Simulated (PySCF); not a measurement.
# Zr(SMe)Cl3: geometry, NMR shifts and electronic excitations

Aim: predict the NMR shifts and electronic excitations of Zr(SMe)Cl3 (`C[S][Zr]([Cl])([Cl])[Cl]`).

Programs: PySCF 2.14.0, with density-fitted response routines of our own. Each step states its level of theory. These are calculated values for one molecule in the gas phase, unless marked as measured. Atoms are numbered from 0 throughout.

## Step 1: Starting geometry

9 atoms, charge 0, multiplicity 1; geometry from: GFN2-xTB. The atoms were then displaced at random by about 0.03 Å, so the start is not that level's minimum.

Bonds of the start (Å): Zr0–S1 2.41, Zr0–Cl6 2.23, Zr0–Cl7 2.35, Zr0–Cl8 2.20, S1–C2 1.82, C2–H3 0.99, C2–H4 1.10, C2–H5 1.13.

## Step 2: Optimising the geometry at PBE0-D3(BJ)/def2-SVP

Job settings and geometry (Å):

```
{"job": {"xc": "PBE0", "basis": "def2-SVP", "d3": "d3bj", "grid": 1, "maxiter": 40, "shake": 0.03, "kind": "geom"}, "charge": 0, "multiplicity": 1}
Zr    -0.308970     0.734380    -1.105180
S     -0.553010     0.897000     1.288940
C      0.255090    -0.739120     1.314460
H     -0.232740    -1.480720     0.871550
H      0.473330    -1.000120     2.356210
H      1.268190    -0.645110     0.814990
Cl     1.854870     0.689210    -1.656820
Cl    -1.297980     2.585680    -2.164330
Cl    -1.326030    -1.110650    -1.745470
```

Launch:

```bash
$ OMP_NUM_THREADS=1 python probes_run.py task.json out
```

The driver reads the jobs from task.json and runs them one after another.

What it wrote:

```text
step   0  E = -1864.79684582  max force = 0.078908
step   1  E = -1864.81809180  max force = 0.010609
step   2  E = -1864.81888511  max force = 0.004896
step   3  E = -1864.81957933  max force = 0.003634
step   4  E = -1864.81998561  max force = 0.007768
step   5  E = -1864.82035859  max force = 0.007518
step   6  E = -1864.82057585  max force = 0.003337
step   7  E = -1864.82066396  max force = 0.001523
step   8  E = -1864.82068409  max force = 0.003289
step   9  E = -1864.82071187  max force = 0.002375
step  10  E = -1864.82073415  max force = 0.001127
step  11  E = -1864.82073962  max force = 0.000751
step  12  E = -1864.82074068  max force = 0.000698
step  13  E = -1864.82074113  max force = 0.000659
step  14  E = -1864.82074127  max force = 0.000635
step  15  E = -1864.82074130  max force = 0.000624
step  16  E = -1864.82074129  max force = 0.000617
step  17  E = -1864.82074127  max force = 0.000616
step  18  E = -1864.82074126  max force = 0.000613
step  19  E = -1864.82074125  max force = 0.000611
step  20  E = -1864.82074123  max force = 0.000610
step  21  E = -1864.82074121  max force = 0.000607
step  22  E = -1864.82074119  max force = 0.000605
step  23  E = -1864.82074117  max force = 0.000603
step  24  E = -1864.82074114  max force = 0.000600
step  25  E = -1864.82074112  max force = 0.000599
step  26  E = -1864.82074109  max force = 0.000597
step  27  E = -1864.82074106  max force = 0.000594
step  28  E = -1864.82074102  max force = 0.000592
step  29  E = -1864.82074098  max force = 0.000590
step  30  E = -1864.82074095  max force = 0.000587
step  31  E = -1864.82074090  max force = 0.000585
step  32  E = -1864.82074086  max force = 0.000584
step  33  E = -1864.82074082  max force = 0.000581
step  34  E = -1864.82074077  max force = 0.000579
step  35  E = -1864.82074072  max force = 0.000577
step  36  E = -1864.82074068  max force = 0.000574
step  37  E = -1864.82074062  max force = 0.000572
step  38  E = -1864.82074057  max force = 0.000571
step  39  E = -1864.82074052  max force = 0.000568
step  40  E = -1864.82074046  max force = 0.000566
optimisation not converged
```

It took 7.8 min on 1 thread of Arm Neoverse V1, shared host; peak memory 0.51 GiB.

Relaxation path: (not every step is listed)

```tsv
step	energy from step 0 (eV)	largest force component (eV/Å)
0	0.0000	4.0576
1	-0.5781	0.5455
2	-0.5997	0.2518
3	-0.6186	0.1869
4	-0.6297	0.3994
5	-0.6398	0.3866
6	-0.6457	0.1716
7	-0.6481	0.0783
8	-0.6487	0.1691
10	-0.6500	0.0580
12	-0.6502	0.0359
14	-0.6502	0.0327
16	-0.6502	0.0317
18	-0.6502	0.0315
20	-0.6502	0.0314
22	-0.6502	0.0311
24	-0.6502	0.0309
26	-0.6502	0.0307
28	-0.6502	0.0304
30	-0.6502	0.0302
32	-0.6502	0.0300
34	-0.6502	0.0298
35	-0.6502	0.0297
36	-0.6502	0.0295
37	-0.6502	0.0294
38	-0.6502	0.0294
39	-0.6502	0.0292
40	-0.6502	0.0291
```

Distances of close pairs at the start and the end, largest changes first:

```tsv
bond	before (Å)	after (Å)	change (Å)
Zr0–C2	2.889	3.216	+0.327
Zr0–Cl8	2.202	2.333	+0.131
C2–H3	0.992	1.098	+0.106
Zr0–Cl6	2.234	2.340	+0.106
C2–H5	1.133	1.099	-0.034
Zr0–Cl7	2.351	2.322	-0.029
Zr0–S1	2.412	2.388	-0.024
S1–C2	1.825	1.836	+0.011
```

The final coordinates are the input of the step that follows.

The optimisation stopped before it met its thresholds, so this geometry is not quite a stationary point, and what follows inherits that.

```tsv
at the end point	value
point group (found at 0.08 Å tolerance)	C1
rotational constants (GHz, main isotopes)	0.984, 0.785, 0.780
dipole moment (D)	1.82
```

## Step 3: NMR shieldings: PBE0/def2-TZVP+pcSseg-1

Job settings and geometry (Å):

```
{"job": {"kind": "nmr", "xc": "PBE0", "basis": {"default": "pcSseg-1", "Zr": "def2-TZVP"}}, "charge": 0, "multiplicity": 1}
Zr    -0.349488     0.582844    -1.407397
S     -0.518616     0.991205     0.939680
C      0.345502    -0.515163     1.534375
H     -0.263428    -1.410524     1.350170
H      0.485625    -0.389338     2.615863
H      1.332423    -0.622763     1.062424
Cl     1.930568     0.320046    -1.862242
Cl    -1.353330     2.395473    -2.455311
Cl    -1.476506    -1.421229    -1.803212
```

Level: GIAO PBE0/pcSseg-1 Zr:def2-TZVP NMR shielding, scalar relativity only through core potentials, gas phase.

What it wrote:

```text
coarse grid: 46072 points
cycle   1  E = -1864.0535705089  dE = -3.915e+00  |g| = 2.269e+00  |ddm| = 4.979e+00
cycle   2  E = -1863.3159383411  dE =  7.376e-01  |g| = 2.520e+00  |ddm| = 4.744e+00
cycle   3  E = -1865.2994552633  dE = -1.984e+00  |g| = 2.793e-01  |ddm| = 3.417e+00
cycle   4  E = -1865.3132457126  dE = -1.379e-02  |g| = 1.596e-01  |ddm| = 5.046e-01
cycle   5  E = -1865.3187871729  dE = -5.541e-03  |g| = 7.129e-02  |ddm| = 2.401e-01
cycle   6  E = -1865.3202089284  dE = -1.422e-03  |g| = 6.651e-03  |ddm| = 8.547e-02
cycle   7  E = -1865.3202206594  dE = -1.173e-05  |g| = 2.782e-03  |ddm| = 9.185e-03
cycle   8  E = -1865.3202226181  dE = -1.959e-06  |g| = 9.473e-04  |ddm| = 3.181e-03
final grid: 88712 points
cycle   9  E = -1865.3201228360  dE =  3.005e-07  |g| = 1.527e-03  |ddm| = 2.810e-03
cycle  10  E = -1865.3201210419  dE =  1.794e-06  |g| = 2.885e-03  |ddm| = 4.314e-03
cycle  11  E = -1865.3201234688  dE = -2.427e-06  |g| = 4.743e-04  |ddm| = 3.023e-03
cycle  12  E = -1865.3201235308  dE = -6.208e-08  |g| = 1.894e-05  |ddm| = 4.468e-04
cycle  13  E = -1865.3201235309  dE = -1.100e-10  |g| = 7.563e-06  |ddm| = 2.588e-05
converged SCF energy = -1865.3201235309

GIAO shielding tensors (ppm)
atom      isotropic    diamagn.    paramagn.     s11        s22        s33       span
  0 Zr         nan         nan         nan        nan        nan        nan        nan
  1 S      128.981    1058.547    -929.566   -637.225    344.962    679.206   1316.431
  2 C      164.371     252.075     -87.704    153.416    161.542    178.155     24.739
  3 H       28.225      30.158      -1.934     23.921     27.017     33.736      9.815
  4 H       28.569      28.456       0.113     23.605     26.022     36.081     12.476
  5 H       28.163      30.515      -2.352     23.646     27.131     33.713     10.067
  6 Cl     390.773    1149.485    -758.713     95.171    119.284    957.863    862.692
  7 Cl     318.080    1149.067    -830.987   -108.277     85.890    976.626   1084.903
  8 Cl     387.794    1149.498    -761.704     88.482    117.027    957.873    869.391
```

Wall time 38 s (1 thread of Arm Neoverse V1, shared host); peak memory 1 GiB.

Shifts follow as δ = σ(reference) − σ, with reference shieldings (ppm) from runs at the same level and on the same kind of geometry: 1H TMS 31.27, 13C TMS 184.4, 33S CS2 496, 35Cl HCl 943. The references are single molecules in the gas phase. Atoms listed in one row are averaged.

```tsv
atoms	environment	σ (ppm)	δ (ppm)
C2	carbon bonded to S, 3 H	164.4	20.0
H3, H4, H5	hydrogen on a carbon bonded to S	28.32	2.95
S1	sulfur bonded to C, Zr	129	367
Cl6, Cl7, Cl8	chlorine bonded to Zr	366	578
```

Atoms past Kr carry core potentials, so their printed shieldings have no meaning and are left out of the table.

The run also stored atomic charges by several schemes (e):

```tsv
atoms	Mulliken	ESP fit
Zr0	0.96	0.72
S1	-0.22	-0.23
C2	-0.43	-0.39
Cl6, Cl7, Cl8	-0.29	-0.20
```

Mayer bond orders: Zr0–S1 1.27, Zr0–Cl6 1.12, Zr0–Cl7 1.15, Zr0–Cl8 1.13, S1–C2 0.96.

With diffuse functions Mulliken charges and Mayer bond orders lose their meaning; the other schemes are steadier.

The fields below are evaluated on a grid from the run's orbitals.

Frontier orbitals at PBE0/def2-TZVP+pcSseg-1, with the share of their density that lies nearest to each atom:

```tsv
orbital	energy (eV)	lies on
HOMO	-7.90	S1 75 %; Zr0 7 %
LUMO	-2.85	Zr0 67 %; Cl7 10 %; S1 8 %
```

ELF in a plane through or near 2 of the atoms.

Values, 10 rows by 14 columns:
```
0.00 0.00 0.00 0.00 0.00 0.00 0.00 0.00 0.00 0.00 0.00 0.00 0.00 0.00
0.00 0.00 0.00 0.00 0.00 0.00 0.00 0.07 0.24 0.18 0.01 0.00 0.00 0.00
0.00 0.00 0.00 0.00 0.00 0.00 0.01 0.40 0.71 0.62 0.18 0.00 0.00 0.00
0.00 0.00 0.00 0.00 0.13 0.74 0.01 0.27 0.73 0.63 0.09 0.01 0.00 0.00
0.00 0.00 0.00 0.23 0.49 0.95 0.26 0.08 0.54 0.66 0.09 0.41 0.16 0.00
0.00 0.00 0.00 0.50 0.68 0.22 0.36 0.18 0.82 0.79 0.16 0.60 0.28 0.00
0.00 0.00 0.00 0.03 0.56 0.94 0.07 0.15 0.09 0.10 0.08 0.29 0.11 0.00
0.00 0.00 0.00 0.00 0.03 0.06 0.00 0.04 0.34 0.37 0.03 0.00 0.00 0.00
0.00 0.00 0.00 0.00 0.00 0.00 0.00 0.01 0.10 0.09 0.01 0.00 0.00 0.00
0.00 0.00 0.00 0.00 0.00 0.00 0.00 0.00 0.00 0.00 0.00 0.00 0.00 0.00
```
The map spans 12.1 Å across and 9.3 Å up, centred on the molecule. Atoms in the plane (x, y in Å): Zr0 (1.6, 0.0), C2 (-1.6, 0.0).

On the surface of density 0.002 e/bohr³ the electrostatic potential runs, from the 1st to the 99th percentile, from -0.42 V near S1 to 1.96 V near Zr0.

## Step 4: Excited states and response: CAM-B3LYP/def2-SVPD

Settings changed since step 3:

```diff
@@ -1,2 +1,2 @@
-{"job": {"kind": "nmr", "xc": "PBE0", "basis": {"default": "pcSseg-1", "Zr": "def2-TZVP"}}, "charge": 0, "multiplicity": 1}
+{"job": {"kind": "uv", "xc": "CAM-B3LYP", "basis": "def2-SVPD", "ip": true, "nstates": 10}, "charge": 0, "multiplicity": 1}
 Zr    -0.349488     0.582844    -1.407397
```

With the program's defaults for keys left out, this is: TDDFT CAM-B3LYP/def2-SVPD, vertical, gas phase, core orbitals frozen in the response.

What it wrote:

```text
coarse grid: 46072 points
cycle   1  E = -1864.9709066280  dE = -5.523e+00  |g| = 1.299e+00  |ddm| = 5.305e+00
cycle   2  E = -1864.7857095800  dE =  1.852e-01  |g| = 1.420e+00  |ddm| = 3.666e+00
cycle   3  E = -1865.4537837345  dE = -6.681e-01  |g| = 1.299e-01  |ddm| = 2.114e+00
cycle   4  E = -1865.4580002215  dE = -4.216e-03  |g| = 5.589e-02  |ddm| = 3.086e-01
cycle   5  E = -1865.4588153983  dE = -8.152e-04  |g| = 1.899e-02  |ddm| = 9.435e-02
cycle   6  E = -1865.4589346223  dE = -1.192e-04  |g| = 4.340e-03  |ddm| = 3.176e-02
cycle   7  E = -1865.4589484058  dE = -1.378e-05  |g| = 1.643e-03  |ddm| = 1.169e-02
cycle   8  E = -1865.4589504037  dE = -1.998e-06  |g| = 4.390e-04  |ddm| = 4.847e-03
final grid: 88712 points
cycle   9  E = -1865.4587386109  dE = -1.956e-07  |g| = 3.468e-04  |ddm| = 2.387e-03
cycle  10  E = -1865.4587386090  dE =  1.864e-09  |g| = 4.658e-04  |ddm| = 1.174e-03
cycle  11  E = -1865.4587386736  dE = -6.464e-08  |g| = 7.742e-05  |ddm| = 6.479e-04
cycle  12  E = -1865.4587386782  dE = -4.543e-09  |g| = 3.399e-05  |ddm| = 1.941e-04
cycle  13  E = -1865.4587386797  dE = -1.553e-09  |g| = 9.596e-06  |ddm| = 1.552e-04
cycle  14  E = -1865.4587386798  dE = -4.002e-11  |g| = 2.387e-06  |ddm| = 1.953e-05
converged SCF energy = -1865.4587386798

Static polarisability (au): isotropic 116.651, principal 107.431 111.976 130.545

Singlet excitations
state   eV       nm        f      main configurations
  1   3.7534    330.3   0.00188   H->L 0.97
  2   4.4752    277.0   0.02091   H->L+1 0.67, H-1->L 0.29
  3   4.7356    261.8   0.02163   H-1->L 0.66, H->L+1 0.26
  4   4.9272    251.6   0.00160   H->L+2 0.78, H-1->L+1 0.19
  5   4.9983    248.1   0.00233   H-1->L+1 0.74, H->L+2 0.19
  6   5.1675    239.9   0.00359   H->L+4 0.65, H->L+3 0.30
  7   5.2500    236.2   0.01763   H->L+3 0.59, H->L+4 0.29
  8   5.7547    215.4   0.00542   H-2->L 0.82, H-4->L 0.12
  9   5.7967    213.9   0.00229   H-1->L+2 0.87
 10   5.9363    208.9   0.00120   H-1->L+3 0.70, H-1->L+4 0.23

Triplet excitations (Tamm-Dancoff, eV): 3.5953 3.7993 4.2565 4.6313
Vertical ionisation energy (delta-SCF) = 9.6928 eV
Vertical electron affinity (delta-SCF) = 1.3431 eV
```

Run time: 2.4 min. Hardware: 1 thread of Arm Neoverse V1, shared host; peak memory 1.1 GiB.

The orbitals next to the gap, with their largest atomic shares:

```tsv
orbital	eV	atoms
HOMO−3	-11.20	Cl6 33 %, Cl7 31 %, Cl8 25 %
HOMO−2	-10.91	Cl8 39 %, Cl6 37 %, Cl7 22 %
HOMO−1	-9.99	S1 63 %, Zr0 15 %, C2 11 %
HOMO	-9.08	S1 67 %, C2 10 %, Zr0 9 %
LUMO	-1.71	Zr0 68 %, Cl7 11 %, S1 7 %
LUMO+1	-1.35	Zr0 68 %, S1 10 %, Cl8 7 %
LUMO+2	-0.80	Zr0 62 %, Cl8 12 %, Cl6 12 %
```

With each of the 10 states as a Gaussian band of 0.4 eV half-width at 1/e, the curve within the window shown has maxima at 264 nm (ε 1,700) L/(mol cm). Beyond the last state computed it falls off for lack of states. The curve at chosen wavelengths:

| nm | ε (L/mol/cm) |
| --- | --- |
| 199 | 109 |
| 207 | 298 |
| 215 | 502 |
| 222 | 698 |
| 230 | 984 |
| 238 | 1247 |
| 246 | 1440 |
| 253 | 1590 |
| 261 | 1718 |
| 269 | 1699 |
| 277 | 1491 |
| 284 | 1198 |
| 292 | 839 |
| 300 | 537 |
| 308 | 329 |
| 315 | 218 |
| 323 | 147 |
| 331 | 109 |
| 339 | 86 |
| 346 | 70 |
| 354 | 54 |
| 362 | 40 |
| 370 | 28 |
| 377 | 20 |
| 385 | 13 |
| 393 | 8 |

Leading natural transition orbitals of singlet state 3: the hole lies on S1 69 %; Zr0 17 %; the particle on Zr0 69 %; Cl7 7 %; S1 7 %.

Leading natural transition orbitals of singlet state 1: the hole lies on S1 78 %; Zr0 8 %; the particle on Zr0 65 %; S1 11 %; Cl7 10 %.

Ground-state properties from the same run:

```tsv
property	computed
dipole moment (D)	1.77
polarisability (Å³)	17.29
HOMO–LUMO gap (eV)	7.36
−ε(HOMO) (eV)	9.08
```

## Step 5: NMR shieldings: B3LYP/def2-TZVP+pcSseg-1

Settings changed since step 4:

```diff
@@ -1,2 +1,2 @@
-{"job": {"kind": "uv", "xc": "CAM-B3LYP", "basis": "def2-SVPD", "ip": true, "nstates": 10}, "charge": 0, "multiplicity": 1}
+{"job": {"kind": "nmr", "xc": "B3LYP", "basis": {"default": "pcSseg-1", "Zr": "def2-TZVP"}, "pop": false}, "charge": 0, "multiplicity": 1}
 Zr    -0.349488     0.582844    -1.407397
```

Level: GIAO B3LYP/pcSseg-1 Zr:def2-TZVP NMR shielding, scalar relativity only through core potentials, gas phase.

What it wrote:

```text
coarse grid: 46072 points
cycle   1  E = -1864.5514285534  dE = -3.658e+00  |g| = 2.497e+00  |ddm| = 4.999e+00
cycle   2  E = -1863.6113831684  dE =  9.400e-01  |g| = 2.806e+00  |ddm| = 5.214e+00
cycle   3  E = -1866.0341967760  dE = -2.423e+00  |g| = 3.182e-01  |ddm| = 3.905e+00
cycle   4  E = -1866.0521394227  dE = -1.794e-02  |g| = 1.894e-01  |ddm| = 5.960e-01
cycle   5  E = -1866.0596406720  dE = -7.501e-03  |g| = 9.051e-02  |ddm| = 2.847e-01
cycle   6  E = -1866.0619451567  dE = -2.304e-03  |g| = 7.038e-03  |ddm| = 1.069e-01
cycle   7  E = -1866.0619577483  dE = -1.259e-05  |g| = 3.424e-03  |ddm| = 1.029e-02
cycle   8  E = -1866.0619606253  dE = -2.877e-06  |g| = 1.101e-03  |ddm| = 3.667e-03
final grid: 88712 points
cycle   9  E = -1866.0618405832  dE =  7.987e-07  |g| = 2.077e-03  |ddm| = 3.686e-03
cycle  10  E = -1866.0618356529  dE =  4.930e-06  |g| = 4.532e-03  |ddm| = 6.539e-03
cycle  11  E = -1866.0618417832  dE = -6.130e-06  |g| = 6.559e-04  |ddm| = 4.685e-03
cycle  12  E = -1866.0618419008  dE = -1.176e-07  |g| = 2.487e-05  |ddm| = 6.050e-04
cycle  13  E = -1866.0618419010  dE = -1.555e-10  |g| = 7.420e-06  |ddm| = 3.380e-05
converged SCF energy = -1866.0618419010

GIAO shielding tensors (ppm)
atom      isotropic    diamagn.    paramagn.     s11        s22        s33       span
  0 Zr         nan         nan         nan        nan        nan        nan        nan
  1 S       88.581    1059.092    -970.511   -688.225    307.459    646.509   1334.734
  2 C      158.030     250.953     -92.923    146.609    154.983    172.499     25.890
  3 H       28.321      30.455      -2.134     24.240     27.195     33.528      9.288
  4 H       28.696      28.591       0.105     23.921     26.338     35.830     11.909
  5 H       28.258      30.848      -2.590     23.964     27.269     33.540      9.576
  6 Cl     364.983    1150.021    -785.038     61.913     89.972    943.065    881.152
  7 Cl     290.181    1149.542    -859.361   -145.483     54.782    961.243   1106.726
  8 Cl     362.951    1150.033    -787.082     56.804     88.794    943.255    886.452
```

It took 22 s on 1 thread of Arm Neoverse V1, shared host; peak memory 1.1 GiB.

In short: δ C2 21.2, S1 397, Cl6 591, H3 2.96 ppm (means over like atoms).

## Step 6: Comparing the runs: NMR shifts

Shifts (ppm), means over like atoms, with basis size and wall time:

```tsv
run	C2	H3	S1	Cl6	functions	time
PBE0/def2-TZVP+pcSseg-1	20.0	2.95	367	578	168	38 s
B3LYP/def2-TZVP+pcSseg-1	21.2	2.96	397	591	168	22 s
```

## Step 7: What came out

| quantity | value |
| --- | --- |
| point group | C1 |
| rotational constants (main isotopes) | 0.98, 0.78, 0.78 GHz |
| 13C shifts against TMS (PBE0/def2-TZVP+pcSseg-1) | 20.0 ppm |
| 1H shifts against TMS (PBE0/def2-TZVP+pcSseg-1, means over atoms taken as alike) | 2.95 ppm |
| 33S shifts against CS2 (PBE0/def2-TZVP+pcSseg-1) | 367 ppm |
| 35Cl shifts against HCl (PBE0/def2-TZVP+pcSseg-1, means over atoms taken as alike) | 578 ppm |
| surface potential, 1st and 99th percentile | -0.42 V and 1.96 V |
| lowest singlet (CAM-B3LYP/def2-SVPD) | 3.75 eV (330 nm), f = 0.002 |
| brightest single state of those computed | state 3, 4.74 eV, f = 0.022 |
| lowest triplet | 3.60 eV |
| vertical ionisation energy (ΔSCF) | 9.69 eV |
| vertical electron affinity (ΔSCF) | 1.34 eV |
| range of the shift of S1 | 367 to 397 ppm |

In words: The start was shaken at random, so part of the energy gained undoes that. Relaxing lowered the energy by 0.650 eV in 40 steps; the close pair that moved most is Zr0–C2, from 2.889 to 3.216 Å. No frequency check was run at this level, so the end point may be a saddle. At PBE0/def2-TZVP+pcSseg-1: The widest tensor belongs to S1: span 1316 ppm, with a paramagnetic part of -930 ppm. By nearest atom (PBE0/def2-TZVP+pcSseg-1), the HOMO sits on S1 75 %; Zr0 7 % and the LUMO on Zr0 67 %; Cl7 10 %. The first singlet state (HOMO→LUMO 0.97) lies at 3.75 eV and is weak; of the 10 states computed, the strongest absorption comes from state 3 at 4.74 eV. The lowest triplet lies 0.16 eV below the lowest singlet (triplets in Tamm-Dancoff, singlets in full TDDFT). The orbital energy would give 9.08 eV for ionisation, ΔSCF gives 9.69 eV. Across the 2 runs the shift of S1 moves most, between 367 (PBE0/def2-TZVP+pcSseg-1) and 397 ppm (B3LYP/def2-TZVP+pcSseg-1). Spin-orbit coupling is left out, which matters for shieldings and couplings at and beside the heavy atoms.
